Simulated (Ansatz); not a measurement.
# Cd3Te2Se: the cost of one run

Computed with Ansatz 0.2.0 (DFT PBE, scalar-relativistic, plane waves, PAW, unless a step names another level, unless a step's input says otherwise).

## 1. Starting point

It takes space group I-4m2 (No. 119, tetragonal). The conventional cell has a = 4.584 Å, b = 4.584 Å, c = 19.390 Å, α = 90.00°, β = 90.00°, γ = 90.00°. Cd (site symmetry 2mm) has 2 Se at 2.72 Å and 2 Te at 2.85 Å as nearest neighbours. Cd (site symmetry -4m2) is surrounded by 4 Te at 2.85 Å. Te (site symmetry 2mm) has 4 Cd at 2.85 Å as nearest neighbours. Se (site symmetry -4m2) has 4 Cd at 2.72 Å as nearest neighbours.

As a file:

```
CELL_PARAMETERS angstrom
-2.29185 2.29185 9.69496
2.29185 -2.29185 9.69496
2.29185 2.29185 -9.69496
ATOMIC_POSITIONS crystal
Cd 0.82558 0.82558 0.00000
Cd 0.50000 0.50000 0.00000
Cd 0.17442 0.17442 0.00000
Te 0.41266 0.91266 0.50000
Te 0.08734 0.58734 0.50000
Se 0.75000 0.25000 0.50000
```

It is the end of an earlier relaxation with the same method, from a generated guess; it needn't be the stable form of this composition. At a tolerance of 0.02 Å it has space group I-4m2 (No. 119); it has 33.95 Å³/atom, an uncorrected energy of -0.51 eV/atom over the elements.

## 2. Static run: bands, density of states and charges

input.yaml

```yaml
crystal:
  lattice:
    - [-2.2918492934, 2.2918492934, 9.6949644971]
    - [2.2918492934, -2.2918492934, 9.6949644971]
    - [2.2918492934, 2.2918492934, -9.6949644971]
  atoms:
    - { symbol: Cd, position: [0.8255767844, 0.8255767844, 0.0] }
    - { symbol: Cd, position: [0.5, 0.5, 0.0] }
    - { symbol: Cd, position: [0.1744232156, 0.1744232156, 0.0] }
    - { symbol: Te, position: [0.4126646328, 0.9126646328, 0.5] }
    - { symbol: Te, position: [0.0873353672, 0.5873353672, 0.5] }
    - { symbol: Se, position: [0.75, 0.25, 0.5] }
basis:
  ecutwfc: 420
kpoints:
  mp_grid: { grid: [12, 12, 12] }
  band_path:
    path:
      - [[0.0, 0.0, 0.0], [0.0, 0.0, 0.5], [0.25, 0.25, 0.25], [0.0, 0.5, 0.0], [0.0, 0.0, 0.0], [0.5, 0.5, -0.5], [0.26397075, 0.73602925, -0.26397075]]
      - [[-0.26397075, 0.26397075, 0.26397075], [0.0, 0.0, 0.0]]
      - [[0.0, 0.0, 0.5], [-0.0279415, 0.0279415, 0.5]]
      - [[0.5, 0.5, -0.0279415], [0.5, 0.5, -0.5]]
    npoints: 14
hamiltonian:
  xc: pbe
scf:
  occupations: { method: gaussian, width: 0.02 }
  n_extra_bands: 15
output:
  forces: true
  stress: true
  eigenvalues: true
  populations: true
  dos: { projected: true, de: 0.02, nscf_kmesh: { grid: [18, 18, 18] } }
  bader: true
```

Launch:

```
ansatz run input.yaml --threads 1 --pin off --max-ram 2560MiB --backend cpu --events-out ev --progress --plain --runs-dir out
```

What time and memory should one allow on 1 thread of Arm Neoverse V1, shared host?

About 19 min, with a peak of 1.9 GiB.
